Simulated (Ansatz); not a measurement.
C, space group Fmmm, an all-electron equation of state

Program: Ansatz 0.2.0, Python API.

`eos_lapw_c.py`
```python
# -*- coding: utf-8 -*-
'''E(V) of C on LAPW.'''

import ansatz as az
from ase.eos import EquationOfState
from ase.units import GPa
import numpy as np

VECTORS = np.array([
    [0.0, 2.127, 3.348],
    [1.228, 0.0, 3.348],
    [1.228, 2.127, 0.0],
])
SITES = [
    ('C', (1 / 6, 5 / 6, 1 / 6)),
    ('C', (5 / 6, 1 / 6, 5 / 6)),
]


def build(cell):
    crystal = az.Crystal(lattice=az.Lattice.of(cell))
    for symbol, position in SITES:
        crystal = crystal.atom(symbol, position)
    return crystal

volumes, energies = [], []
for scale in np.linspace(0.92, 1.08, 5):
    cell = VECTORS * scale ** (1 / 3)
    model = (
        build(cell).calculation()
        .functional(az.Functional.LDA)
        .occupations('Gaussian')
        .kpoints(14, 14, 14)
        .pseudopotentials('all_electron', lapw=True)
    )
    r = model.run().report
    volumes.append(abs(np.linalg.det(cell)) / len(SITES))
    energies.append(r['free_energy_ev'] / len(SITES))
    print(f'{scale:.3f} {volumes[-1]:9.4f} A^3/atom {energies[-1]:16.5f} eV/atom  (estimated basis error {1000 * r["lapw_basis_errors"]["total_ev_per_atom"]:.2f} meV/atom)')
v0, e0, bulk = EquationOfState(volumes, energies, eos='birchmurnaghan').fit()
print(f'V0 = {v0:.4f} A^3/atom, B0 = {bulk / GPa:.1f} GPa')
```

```console
$ python eos_lapw_c.py
0.920    8.0452 A^3/atom      -1028.90447 eV/atom  (estimated basis error 0.16 meV/atom)
0.960    8.3950 A^3/atom      -1028.93844 eV/atom  (estimated basis error 0.16 meV/atom)
1.000    8.7448 A^3/atom      -1028.94310 eV/atom  (estimated basis error 0.16 meV/atom)
1.040    9.0946 A^3/atom      -1028.92339 eV/atom  (estimated basis error 0.16 meV/atom)
1.080    9.4444 A^3/atom      -1028.88339 eV/atom  (estimated basis error 0.16 meV/atom)
V0 = 8.6293 A^3/atom, B0 = 291.7 GPa
```

A third-order Birch-Murnaghan fit through the 5 points has its minimum at 8.63 Å³ an atom, 1.3 % below the typed cell, with a bulk modulus of 292 GPa and dB/dP = 3.5. From that minimum the energy rises by 40.0 meV an atom on the compressed side and 61.1 meV on the expanded side.

What to keep in mind:
- All-electron totals depend on functional, relativistic treatment and basis; only differences at equal settings carry meaning.
- Shape and fractional positions are held along the curve, so the bulk modulus is an upper value where they are free to relax.
- This isn't the structure that C takes at ambient conditions.
- Hardware and time: 3.9 min on 1 thread of Arm Neoverse V1, with other jobs on the host, peak memory 0.93 GiB.
